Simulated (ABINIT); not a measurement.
# In2H in ABINIT: work function with PBE

Aim: the work function of In2H with PBE.

All numbers are computed with ABINIT 10.8.3 (patched build); they aren't measurements. Logs are shortened: lines on timing, memory, paths and dates and some standing lists are left out, and cuts for length are marked. The log counts tension as positive stress, the text compression.

## (1) The structure

The cell holds a sheet with vacuum, 3 atoms: a = 4.956 Å, b = 4.956 Å, c = 25.487 Å, α = 90.00°, β = 90.00°, γ = 120.00°.

The cell was built by a generator and needn't be a form met in nature.

## (2) Work function, PBE

Contents of run.abi:

```
# Pseudopotentials
pp_dirpath "./"
pseudos "In.GGA_PBE-JTH.xml, H.GGA_PBE-JTH.xml"

# Structure
acell 4.95568 4.9556758664 25.48707 Angstrom
rprim
     1.0000000000     0.0000000000     0.0000000000
    -0.5000004171     0.8660251630     0.0000000000
     0.0000000000     0.0000000000     1.0000000000
ntypat 2
znucl 49 1
natom 3
typat 1 1 2
xcart
    -0.0000468244     5.4068358328    13.9033812215
     4.6824858050     2.7033773653    13.9033812215
     0.0000000000     0.0000000000    13.9154221170
chkprim 0
chksymtnons 0
tolsym 1.0e-6

# Plane-wave basis
ecut 25.0
pawecutdg 47.0
pawxcdev 0

# k points
kptopt 1
ngkpt 6 6 1
nshiftk 1
shiftk 0.0 0.0 0.0

# Exchange and correlation
ixc 11

# Bands and occupations
nband 18
occopt 3
tsmear 0.05 eV

# SCF cycle
nstep 120
tolvrs 1.0e-9

# Output
iomode 3
prtwf 0
prteig 0
prtebands 0
enunit 1
prtvol 2
prtden 1
prtvha 1
prtvclmb 1
prtpot 1
```

Potentials or basis: JTH PAW PBE v2.0.

The run is started by

```bash
mpirun --bind-to none -np 4 abinit run.abi > log 2>&1
```

run.abo:

```text
.Version 10.8.3 of ABINIT
 Symmetries : space group P2 (#  3); Bravais mP (primitive monocl.)
================================================================================
 Values of the parameters that define the memory need of the present run
     intxc =       0    ionmov =       0      iscf =      17    lmnmax =      18
     lnmax =       6     mgfft =     225  mpssoang =       3    mqgrid =   14864
     natom =       3  nloc_mem =       2    nspden =       1   nspinor =       1
    nsppol =       1      nsym =       2    n1xccc =       1    ntypat =       2
    occopt =       3   xclevel =       2
       mpw =       21930          nfft =      455625          nkpt =          20
Pmy_natom=         1
 PAW method is used; the additional fine FFT grid is defined by:
   mgfftf=       300    nfftf =   1080000
================================================================================
================================================================================

--------------------------------------------------------------------------------
------------- Echo of variables that govern the present computation ------------
--------------------------------------------------------------------------------
 -outvars: echo values of preprocessed input variables --------
            acell      9.3648779676E+00  9.3648701563E+00  4.8163582052E+01 Bohr
              amu      1.14820000E+02  1.00794000E+00
          chkprim           0
      chksymtnons           0
             ecut      2.50000000E+01 Hartree
           enunit           1
              ixc          11
         kptrlatt        6    0    0      0    6    0      0    0    1
          kptrlen      5.61892209E+01
            natom           3
            nband          18
            ngfft          45      45     225
          ngfftdg          60      60     300
             nkpt          20
            nstep         120
             nsym           2
           ntypat           2
           occopt           3
        pawecutdg      4.70000000E+01 Hartree
         pawxcdev           0
        prtebands           0
           prteig           0
           prtpot           1
         prtvclmb           1
           prtvha           1
           prtvol           2
            prtwf           0
            rprim      1.0000000000E+00  0.0000000000E+00  0.0000000000E+00
                      -5.0000041710E-01  8.6602516300E-01  0.0000000000E+00
                       0.0000000000E+00  0.0000000000E+00  1.0000000000E+00
          spgroup           3
           tolsym      1.00000000E-06
           tolvrs      1.00000000E-09
           tsmear      1.83746611E-03 Hartree
            typat      1  1  2
           useylm           1
           xangst     -2.4777659779E-05  2.8611743053E+00  7.3573524919E+00
                       2.4778647774E+00  1.4305656947E+00  7.3573524919E+00
                       0.0000000000E+00  0.0000000000E+00  7.3637242594E+00
[... 332 lines left out ...]
 -17.82552  -17.79052  -17.71291  -17.66283  -17.58198  -17.44507  -17.38525  -17.35383
 -17.16322  -17.14600   -8.62706   -7.75934   -3.85397   -3.35241   -2.14464   -0.88501
   2.09248    2.13678
 kpt#  18, nband= 18, wtk=  0.05556, kpt=  0.1667  0.5000  0.0000 (reduced coord)
 -17.85585  -17.74980  -17.71954  -17.66884  -17.56762  -17.45824  -17.36079  -17.34892
 -17.24930  -17.08781   -8.80032   -7.22421   -5.35023   -2.21708   -1.53017   -0.64975
   1.58650    1.78032
 kpt#  19, nband= 18, wtk=  0.05556, kpt=  0.3333  0.5000  0.0000 (reduced coord)
 -17.85583  -17.74975  -17.71959  -17.66885  -17.56761  -17.45825  -17.36077  -17.34892
 -17.24933  -17.08782   -8.80036   -7.22411   -5.35027   -2.21713   -1.53018   -0.64968
   1.58649    1.78033
 kpt#  20, nband= 18, wtk=  0.02778, kpt=  0.5000  0.5000  0.0000 (reduced coord)
 -17.82545  -17.79050  -17.71295  -17.66286  -17.58195  -17.44509  -17.38523  -17.35382
 -17.16327  -17.14603   -8.62719   -7.75913   -3.85399   -3.35246   -2.14474   -0.88486
   2.09246    2.13679
 Total charge density [el/Bohr^3]
)     Maximum=    3.7003E+00  at reduced coord.    0.3333    0.6667    0.2900
)Next maximum=    3.7003E+00  at reduced coord.    0.6667    0.3333    0.2900
)     Minimum=    0.0000E+00  at reduced coord.    0.0000    0.0000    0.5833
)Next minimum=    0.0000E+00  at reduced coord.    0.0167    0.0000    0.5833
   Integrated=    2.7000E+01

--- !EnergyTerms
iteration_state     : {dtset: 1, }
comment             : Components of total free energy in Hartree
kinetic             :  2.83205971980941E+01
hartree             :  2.47309460926380E+02
xc                  : -1.53524186369145E+01
Ewald energy        :  1.33679069122226E+02
psp_core            :  3.80808043818766E-01
local_psp           : -5.33093634848680E+02
PAW spherical_terms :  2.21901812006509E+01
internal            : -1.16565936994425E+02
'-kT*entropy'       : -6.94620289111188E-04
total_energy        : -1.16566631614714E+02
total_energy_eV     : -3.17193963626097E+03
...

--- !EnergyTermsDC
iteration_state     : {dtset: 1, }
comment             : '"Double-counting" decomposition of free energy'
band_energy         : -1.44627905697390E+01
Ewald energy        :  1.33679069122226E+02
psp_core            :  3.80808043818766E-01
xc_dc               : -2.52933740525514E+02
PAW spherical_terms :  1.67707245814427E+01
internal            : -1.16565929347766E+02
'-kT*entropy'       : -6.94620289111188E-04
total_energy_dc     : -1.16566623968055E+02
total_energy_dc_eV  : -3.17193942818478E+03
...

--- !EnergyTermsWithPAWCore
iteration_state     : {dtset: 1, }
comment             : 'Components of total free energy, including PAW core contributions'
Total energy        : -1.17639331126239E+04
Total energy DC     : -1.17639331049772E+04
Total energy (eV)   : -3.20112927699494E+05
Total energy DC (eV): -3.20112927491417E+05
...

 Cartesian components of stress tensor (hartree/bohr^3)
  sigma(1 1)= -2.41926256E-06  sigma(3 2)=  0.00000000E+00
  sigma(2 2)= -2.42486909E-06  sigma(3 1)=  0.00000000E+00
  sigma(3 3)=  9.61448775E-07  sigma(2 1)= -4.73268263E-09

-Cartesian components of stress tensor (GPa)         [Pressure=  3.8077E-02 GPa]
- sigma(1 1)= -7.11771618E-02  sigma(3 2)=  0.00000000E+00
- sigma(2 2)= -7.13421117E-02  sigma(3 1)=  0.00000000E+00
- sigma(3 3)=  2.82867996E-02  sigma(2 1)= -1.39240330E-04

== END DATASET(S) ==============================================================
================================================================================

 -outvars: echo values of variables after computation  --------
            acell      9.3648779676E+00  9.3648701563E+00  4.8163582052E+01 Bohr
           etotal     -1.1656662397E+02
            fcart      4.9711800394E-06 -3.0802606107E-06 -1.1108145153E-04
                      -4.9711800394E-06  3.0802606107E-06 -1.1108145153E-04
                      -0.0000000000E+00 -0.0000000000E+00  2.2216290305E-04
            rprim      1.0000000000E+00  0.0000000000E+00  0.0000000000E+00
                      -5.0000041710E-01  8.6602516300E-01  0.0000000000E+00
                       0.0000000000E+00  0.0000000000E+00  1.0000000000E+00
           strten     -2.4192625576E-06 -2.4248690885E-06  9.6144877528E-07
                       0.0000000000E+00  0.0000000000E+00 -4.7326826348E-09
           xangst     -2.4777659779E-05  2.8611743053E+00  7.3573524919E+00
                       2.4778647774E+00  1.4305656947E+00  7.3573524919E+00
                       0.0000000000E+00  0.0000000000E+00  7.3637242594E+00
             xred      3.3333000012E-01  6.6666999989E-01  2.8866999980E-01
                       6.6666999988E-01  3.3333000011E-01  2.8866999980E-01
                       0.0000000000E+00  0.0000000000E+00  2.8891999980E-01
 Calculation completed.
```

It took 6.3 min on 4 MPI ranks of Arm Neoverse N1, shared host; peak memory 2 GiB.

Results:

- Free energy: -3171.9394 eV
- Largest force: 0.011 eV/Å
- Band gap on the k mesh: none (metal or under the smearing width)
- Valence electrons inside the program's atomic spheres: In 11.12; H 0.35
- Work function: 3.93 eV

Forces on the atoms (eV/Å):
```
In   0.000  0.000 -0.006
In   0.000  0.000 -0.006
H    0.000  0.000  0.011
```

Caveat: the slab has no dipole correction, so unlike faces share one vacuum level.
